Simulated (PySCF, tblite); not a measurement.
**C7H16Si: geometry, infrared bands and NMR shifts**

Aim: predict the infrared bands and NMR shifts of C7H16Si (`C=C(CC)[Si](C)(C)C`).

The runs use tblite 0.8.0 and PySCF 2.14.0, with density-fitted response routines of our own; the level of theory stands in each step. All values are computed, except where a source is named. Atoms count from 0, in the outputs and in this text.

## (1) Starting geometry

24 atoms, charge 0, multiplicity 1; geometry from: force field or distance geometry start.

Bonds of the start (Å): C0–C1 1.30, C1–C2 1.50, C2–C3 1.49, C1–Si4 1.87, Si4–C5 1.85, Si4–C6 1.86, Si4–C7 1.85, C0–H8 1.10, C0–H9 1.07, C2–H10 1.12, C2–H11 1.10, C3–H12 1.11, C3–H13 1.12, C3–H14 1.10, C5–H15 1.11, C5–H16 1.12, C5–H17 1.10, C6–H18 1.12, C6–H19 1.11, C6–H20 1.11, C7–H21 1.12, C7–H22 1.12, C7–H23 1.13.

## (2) Geometry optimisation with GFN2-xTB

Job settings and geometry (Å):

```
{"job": {"kind": "relax", "xc": "GFN2-xTB", "basis": "xTB"}, "charge": 0, "multiplicity": 1}
C      0.135000    -1.017300    -1.998100
C      0.484900    -0.279600    -0.981100
C      1.917700     0.116400    -0.754100
C      2.421400    -0.396300     0.551000
Si    -0.862900     0.222200     0.216300
C     -1.074500    -1.236300     1.342400
C     -2.452700     0.530400    -0.698800
C     -0.319100     1.765800     1.079400
H     -0.923100    -1.287400    -2.107500
H      0.787900    -1.388900    -2.764400
H      1.928200     1.230700    -0.685200
H      2.556700    -0.178000    -1.602000
H      3.495900    -0.673200     0.521200
H      2.377500     0.447300     1.282500
H      1.824000    -1.202500     1.000500
H     -0.789500    -2.131700     0.754700
H     -2.158600    -1.394900     1.579300
H     -0.434500    -1.208300     2.236500
H     -2.581400    -0.203900    -1.531500
H     -3.259600     0.410300     0.052200
H     -2.428700     1.554400    -1.120300
H      0.547700     2.176100     0.507000
H     -0.082200     1.614600     2.167800
H     -1.121900     2.549600     0.959900
```

Run with:

```sh
$ OMP_NUM_THREADS=1 python probes_run.py task.json out
```

This one command runs all jobs of the session in turn.

**Question.** This job is followed by: GFN2-xTB harmonic vibrations, gas phase; GIAO PBE0/pcSseg-1 NMR shielding, non-relativistic, gas phase. Predict these results of the whole session: strongest single infrared mode (GFN2-xTB); zero-point energy (GFN2-xTB); 13C shifts against TMS (PBE0/pcSseg-1, means over atoms taken as alike); 1H shifts against TMS (PBE0/pcSseg-1, means over atoms taken as alike); 29Si shifts against TMS (PBE0/pcSseg-1); surface potential, 1st and 99th percentile.

As calculated:

```
                                                               quantity                              value
                              strongest single infrared mode (GFN2-xTB)               866 cm⁻¹, 225 km/mol
                                           zero-point energy (GFN2-xTB)                     130.9 kcal/mol
13C shifts against TMS (PBE0/pcSseg-1, means over atoms taken as alike)  164.2, 131.3, 38.3, 19.0, 0.1 ppm
 1H shifts against TMS (PBE0/pcSseg-1, means over atoms taken as alike)   6.02, 5.43, 2.24, 1.04, 0.12 ppm
                                29Si shifts against TMS (PBE0/pcSseg-1)                           -6.3 ppm
                                  surface potential, 1st and 99th percentile                 -0.65 V and 0.60 V
```

The optimisation took 156 steps and gained 0.766 eV; among the close pairs (by a distance rule), Si4–C7 changed most, from 1.850 to 1.909 Å. All 66 modes are real, so the xTB geometry is a minimum. The strongest single mode, at 866 cm⁻¹, has its largest shares on H19, Si4, H23 and H16 (the list is cut at 4 atoms). Unscaled tight-binding wavenumbers are off by several per cent, some by more. Its intensities can rank the bands wrongly. The most deshielded carbon is C1 (fully substituted alkene carbon), at 164.2 ppm: as expected for a trigonal carbon in a double bond. At PBE0/pcSseg-1: Shielding is most anisotropic at C1 (span 262 ppm, paramagnetic term -243 ppm).
